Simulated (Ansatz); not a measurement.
I need a single point in a Gaussian basis of CH3F2SSi, SMILES C[Si](F)(F)[S]. Use the Python package of Ansatz (0.2.0). Use: r2SCAN, cc-pVDZ basis, multiplicity 2.

Input file `ch3f2ssi.xyz`:
```text
8

C    -0.76440   -0.33990    0.51820
Si    0.69340    0.13600   -0.45250
F     1.94510   -0.49830    0.25490
F     0.64360   -0.44890   -1.93610
S     0.92960    2.24170   -0.57830
H    -0.93880   -1.36480    0.56570
H    -0.73780    0.08750    1.53580
H    -1.67860    0.12960    0.03650
```

Script `energy_ch3f2ssi.py`:
```python
from pathlib import Path

import ansatz as az
import numpy as np


def main() -> None:
    mol = az.Crystal.molecule_from_extxyz("ch3f2ssi.xyz")

    setup = (
        mol.calculation()
        .basis(gaussian="cc-pVDZ")
        .functional("r2SCAN")
        .spin("collinear", total=1)
        .forces()
        .orbitals()
    )
    result = setup.run(threads=1, backend="cpu", runs_dir="runs")
    r = result.report

    print("reference energy %16.6f eV" % r["reference_energy_ev"])
    print("total energy     %16.6f eV" % r["free_energy_ev"])
    print("occupied orbitals outside the frozen core (up, down):", r["n_occupied"], " frozen:", r["n_frozen"], " virtual:", r["n_virtual"])

    field = r["mean_field"]
    print("<S^2> =", round(abs(field["state"]["spin_squared"]), 4), " all-electron relativity setting:", field["relativity"])
    print("passes:", field["passes"])
    if "symmetry" in field:
        print("occupied orbitals by irrep:", field["symmetry"]["occupied"])

    symbols = [site.symbol for site in mol.cartesian_sites]
    forces = np.array(r["forces_ev_ang"])
    print("largest force", round(float(np.linalg.norm(forces, axis=1).max()), 4), "eV/A, rms", round(float(np.sqrt((forces ** 2).mean())), 4))

    charges = r["charge_distribution"]
    print("dipole moment", round(4.803205 * float(np.linalg.norm(charges["dipole_moment_e_ang"])), 3), "D")
    print("Mulliken:", [(s, round(q, 3)) for s, q in zip(symbols, charges["mulliken_charges_e"])])

    lines = Path(r["orbitals_path"]).read_text().splitlines()
    field_of = lambda key: [line.split("=")[1].strip() for line in lines if line.startswith(key)]
    orbitals = [(27.211386 * float(e), s, float(n)) for e, s, n in zip(field_of("Ene="), field_of("Spin="), field_of("Occup="))]
    homo = max(e for e, _, n in orbitals if n > 0.5)
    lumo = min(e for e, _, n in orbitals if n < 0.5)
    print(f"HOMO {homo:.3f} eV, LUMO {lumo:.3f} eV, gap {lumo - homo:.3f} eV")


if __name__ == "__main__":
    main()
```

Running `python energy_ch3f2ssi.py` prints:
```text
reference energy    -25231.561326 eV
total energy        -25231.561326 eV
occupied orbitals outside the frozen core (up, down): [29, 28]  frozen: 0  virtual: [64, 65]
<S^2> = 0.7545  all-electron relativity setting: none
passes: {'evaluations': 45, 'products': 147}
occupied orbitals by irrep: [{'A': 29}, {'A': 28}]
largest force 3.3862 eV/A, rms 1.1617
dipole moment 2.189 D
Mulliken: [('C', -0.265), ('Si', 0.794), ('F', -0.284), ('F', -0.291), ('S', -0.175), ('H', 0.07), ('H', 0.076), ('H', 0.076)]
HOMO -6.732 eV, LUMO -5.768 eV, gap 0.964 eV
```

Total energies depend on the basis set; only differences at equal settings carry meaning. The geometry is a force-field or estimated start, not a minimum of this method, and the basis set is short of its limit. The run takes the species as open-shell (spin multiplicity 2), which needn't be its ground state. Levels such as HOMO and LUMO are orbital energies: with these approximate functionals they aren't the ionisation energy and electron affinity, and their gap isn't the fundamental gap. Run time: 63 s on 1 thread of Arm Neoverse V1, on a shared host, peak memory 0.34 GiB.
